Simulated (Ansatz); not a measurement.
This script makes vertical spin-state energies of CH5FSSi, SMILES FC([SiH3])S with the Ansatz DFT code, driven from Python.

The script, `spin.py`:
```python
"""Vertical spin-state energies of CH5FSSi."""

import warnings

import ansatz

GEOMETRY = """
F    -0.87640    0.12900   -1.55270
C    -0.20610    0.65850   -0.51800
Si    0.77740   -0.69180    0.20580
S    -1.28200    1.34450    0.70230
H     0.42790    1.46470   -0.91370
H     1.65610   -0.18370    1.34050
H     1.76850   -1.28070   -0.77750
H     0.00330   -1.78240    0.74520
H    -2.18020    0.29560    0.75110
"""

warnings.simplefilter("ignore", ansatz.DeckWarning)

molecule = ansatz.Crystal.molecule()
for line in GEOMETRY.strip().splitlines():
    symbol, *xyz = line.split()
    molecule = molecule.atom(symbol, [float(v) for v in xyz])

base = molecule.calculation()
base = base.basis(gaussian="6-31G").functional("cam_b3lyp")
base = base.accuracy("high")
base = base.scf(lower_state_search="light")
found = {}
for unpaired in [0, 2]:
    report = base.spin("collinear", total=unpaired).run(threads=1).report
    s = unpaired / 2
    found[unpaired] = report["free_energy_ev"]
    print(f"2S+1 = {unpaired + 1}: E = {found[unpaired]:.5f} eV, <S^2> = {abs(report['mean_field']['state']['spin_squared']):.3f} (pure state {s * (s + 1):.2f})")
lowest = min(found, key=found.get)
for unpaired, e in found.items():
    print(f"multiplicity {unpaired + 1}: {23.060548 * (e - found[lowest]):.1f} kcal/mol above the lowest")
```

Which spin state is lowest at this geometry, and how far above lie the others?

In order: multiplicity 1 (+0.00 eV) and multiplicity 3 (+5.80 eV), all at the one geometry.

The output:

```console
$ python spin.py
2S+1 = 1: E = -22542.31846 eV, <S^2> = 0.000 (pure state 0.00)
2S+1 = 3: E = -22536.51989 eV, <S^2> = 2.005 (pure state 2.00)
multiplicity 1: 0.0 kcal/mol above the lowest
multiplicity 3: 133.7 kcal/mol above the lowest
```

Caveats:
- The settings weren't tested for convergence.
- The geometry is a force-field or estimated start, not a minimum of this method, and the basis set is short of its limit. All parts are taken at fixed geometry, without zero-point energy.
- Run time: 20 s on 1 thread of Intel(R) Xeon(R) Processor @ 2.30GHz, on a shared host, peak memory 0.42 GiB.
